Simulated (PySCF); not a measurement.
# CH5F3Si: the cost of one run

Method: levels as typed in each script, gas phase, geometry from GFN2-xTB; program: PySCF 2.14.0.

### Step 1. The system as given

SMILES `[SiH4].FC(F)F`, 10 atoms, charge 0, spin multiplicity 1.

Bond lengths: Si1–H2 1.461 Å, Si1–H3 1.457 Å, Si1–H4 1.464 Å, Si1–H5 1.464 Å, F6–C7 1.328 Å, C7–F8 1.328 Å, C7–F9 1.328 Å, C7–H10 1.103 Å. Angles: H2–Si1–H3 110.3°, H2–Si1–H4 108.8°, H2–Si1–H5 108.7°, H3–Si1–H4 110.1°, H3–Si1–H5 110.1°, H4–Si1–H5 108.8°, F6–C7–F8 108.3°, F6–C7–F9 108.3°, F6–C7–H10 110.5°, F8–C7–F9 108.3°, F8–C7–H10 110.7°, F9–C7–H10 110.7°.

As a file:

```xyz
10
charge 0, multiplicity 1
Si   -2.7991    0.0000    0.1089
H    -3.3495    0.0349    1.4620
H    -3.8744   -0.0126   -0.8739
H    -1.9736   -1.2003   -0.0327
H    -1.9535    1.1787   -0.0855
F     0.8325   -0.0457   -1.1261
C     1.2105    0.0001    0.1459
F     1.9822   -1.0533    0.3902
F     1.9348    1.0988    0.3271
H     0.3297    0.0005    0.8104
```

### Step 2. Binding of the two fragments (PBE0/def2-svpd)

input.py

```python
import numpy as np
from pyscf import gto, scf, dft
from pyscf.scf import atom_ks, atom_hf
from scipy.linalg import block_diag
from pyscf.dispersion import dftd3

def solve(mol, dm0=None, hcore=None):
    mf = (dft.UKS if mol.spin else dft.RKS)(mol, xc='pbe0')
    mf.grids.level = 3
    mf = mf.density_fit(auxbasis='def2-universal-jkfit')
    mf.conv_tol, mf.max_cycle = 1e-8, 80
    if hcore is not None:
        mf.get_hcore = lambda *args: hcore
    mf.kernel(dm0)
    if not mf.converged:
        mf = mf.newton().run(mf.mo_coeff, mf.mo_occ, max_cycle=30)
    assert mf.converged, 'SCF not converged'
    return mf

mol = gto.M(atom='''
Si    -2.79911    -0.00001     0.10885
H     -3.34950     0.03493     1.46203
H     -3.87444    -0.01259    -0.87387
H     -1.97359    -1.20033    -0.03269
H     -1.95348     1.17868    -0.08551
F      0.83254    -0.04566    -1.12614
C      1.21045     0.00006     0.14592
F      1.98222    -1.05328     0.39016
F      1.93481     1.09878     0.32710
H      0.32973     0.00048     0.81044
''', basis='def2-svpd', charge=0, spin=0, verbose=4)
mol_a = gto.M(atom='''
Si    -2.79911    -0.00001     0.10885
H     -3.34950     0.03493     1.46203
H     -3.87444    -0.01259    -0.87387
H     -1.97359    -1.20033    -0.03269
H     -1.95348     1.17868    -0.08551
ghost-F      0.83254    -0.04566    -1.12614
ghost-C      1.21045     0.00006     0.14592
ghost-F      1.98222    -1.05328     0.39016
ghost-F      1.93481     1.09878     0.32710
ghost-H      0.32973     0.00048     0.81044
''', basis='def2-svpd', charge=0, spin=0, verbose=4)
mol_b = gto.M(atom='''
ghost-Si    -2.79911    -0.00001     0.10885
ghost-H     -3.34950     0.03493     1.46203
ghost-H     -3.87444    -0.01259    -0.87387
ghost-H     -1.97359    -1.20033    -0.03269
ghost-H     -1.95348     1.17868    -0.08551
F      0.83254    -0.04566    -1.12614
C      1.21045     0.00006     0.14592
F      1.98222    -1.05328     0.39016
F      1.93481     1.09878     0.32710
H      0.32973     0.00048     0.81044
''', basis='def2-svpd', charge=0, spin=0, verbose=4)
ab, a, b = solve(mol), solve(mol_a), solve(mol_b)
e_int = ab.e_tot - a.e_tot - b.e_tot
print('counterpoise-corrected interaction energy / kcal/mol', e_int * 627.5095)
def disp(atoms, charge):
    m = gto.M(atom=atoms, charge=charge, basis='sto-3g', spin=None, unit='Bohr', verbose=0)
    return dftd3.DFTD3Dispersion(m, xc='pbe0', version='d3bj').get_dispersion()['energy']
e_disp = disp(mol._atom, mol.charge) - disp(mol._atom[:5], mol_a.charge) - disp(mol._atom[5:], mol_b.charge)
print('D3(BJ) part / kcal/mol', e_disp * 627.5095)
# spherically averaged free atoms, for the promolecule
atm = atom_ks.get_atm_nrks(mol, xc='pbe0')
pro = block_diag(*[(atm[a[0]][2] * atm[a[0]][3]) @ atm[a[0]][2].T for a in mol._atom])
np.savez('result.npz', e_int=e_int, e_disp=e_disp, dm_a=a.make_rdm1(), dm_b=b.make_rdm1(), c=ab.mo_coeff, occ=ab.mo_occ, eps=ab.mo_energy, pro=pro, d=[f.dip_moment(verbose=0) for f in (ab, a, b)])
```

Started as:

```
> OMP_NUM_THREADS=1 python input.py
```

What time and memory should one allow on 1 thread of Intel Xeon Platinum 8175M at 2.50GHz (Skylake/Cascade Lake), shared host?

About 48 s, with a peak of 0.69 GiB.
